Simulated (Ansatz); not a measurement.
# Ta2Al3: what a guessed cell relaxes into

Aim: relax a trial structure of Ta2Al3 and see where it ends.

Program: Ansatz 0.2.0. Level of theory: DFT PBE, scalar-relativistic, plane waves, PAW. These are calculated values, not measurements.

## Step 1: Starting point

The structure is hexagonal, space group P6mm (No. 183). Conventional cell: a = 4.363 Å, b = 4.363 Å, c = 5.482 Å, α = 90.00°, β = 90.00°, γ = 120.00°. Around Ta (site symmetry 6mm) lie 1 Ta at 2.09 Å. Ta (site symmetry 6mm) is surrounded by 1 Ta at 2.09 Å and 6 Al at 2.33 Å. Around Al (site symmetry 2mm) lie 4 Al at 2.18 Å and 2 Ta at 2.33 Å.

As a file:

```
Ta Al
1.0
     4.36251    0.00000    0.00000
    -2.18126    3.77805    0.00000
     0.00000    0.00000    5.48227
Ta Al
2 3
Direct
  0.00000 0.00000 0.43198
  0.00000 0.00000 0.81360
  0.50000 0.00000 0.66387
  0.00000 0.50000 0.66387
  0.50000 0.50000 0.66387
```

The cell is invented: random cell by space group and Wyckoff sites (P6mm, No. 183). The dimensions are guesses.

## Step 2: Probe: one point on a coarse mesh

File input.yaml:

```yaml
crystal:
  lattice:
    - [4.36251156, 0.0, 0.0]
    - [-2.18125578, 3.77804584, 0.0]
    - [0.0, 0.0, 5.48226848]
  atoms:
    - { symbol: Ta, position: [0.0, 0.0, 0.43197581] }
    - { symbol: Ta, position: [0.0, 0.0, 0.81359882] }
    - { symbol: Al, position: [0.5, 0.0, 0.663871] }
    - { symbol: Al, position: [0.0, 0.5, 0.663871] }
    - { symbol: Al, position: [0.5, 0.5, 0.663871] }
basis:
  ecutwfc: 420
kpoints:
  mp_grid: { grid: [6, 6, 4] }
hamiltonian:
  xc: pbe
scf:
  occupations: { method: gaussian, width: 0.1 }
  lower_state_search: "off"
output:
  forces: true
  stress: true
  eigenvalues: true
```

Started as:

```console
> ansatz run input.yaml --threads 1 --pin off --max-ram 2560MiB --backend cpu --events-out ev --progress --plain --runs-dir out
```

Further runs follow: rough relaxation on the coarse mesh; relaxation on the finer mesh.

What does the calculation give? Wanted: conventional cell; volume; energy over the elements; gap on the mesh.

**Answer**, as computed:

```
                              quantity                                                                       value
symmetry at the end (tolerance 0.05 Å)                                                space group P6/mmm (No. 191)
                     conventional cell  a = 5.405 Å, b = 5.405 Å, c = 4.920 Å, α = 90.00°, β = 90.00°, γ = 120.00°
                                volume                                                               24.89 Å³/atom
              energy over the elements                                                               +0.85 eV/atom
                       gap on the mesh                                                                none (metal)
```

**Reading.** The symmetry goes from space group P6mm (No. 183) to space group P6/mmm (No. 191), and the volume per atom grows by 37.8 % from the first guess. With a positive formation energy it can't be a ground state. No finished test with a distortion of lower symmetry is shown, so the end may be a saddle point. Spin-orbit coupling is left out for Ta. Where forces pass 15 eV/Å atoms stand far too close, the PAW spheres overlap strongly and those numbers are rough.
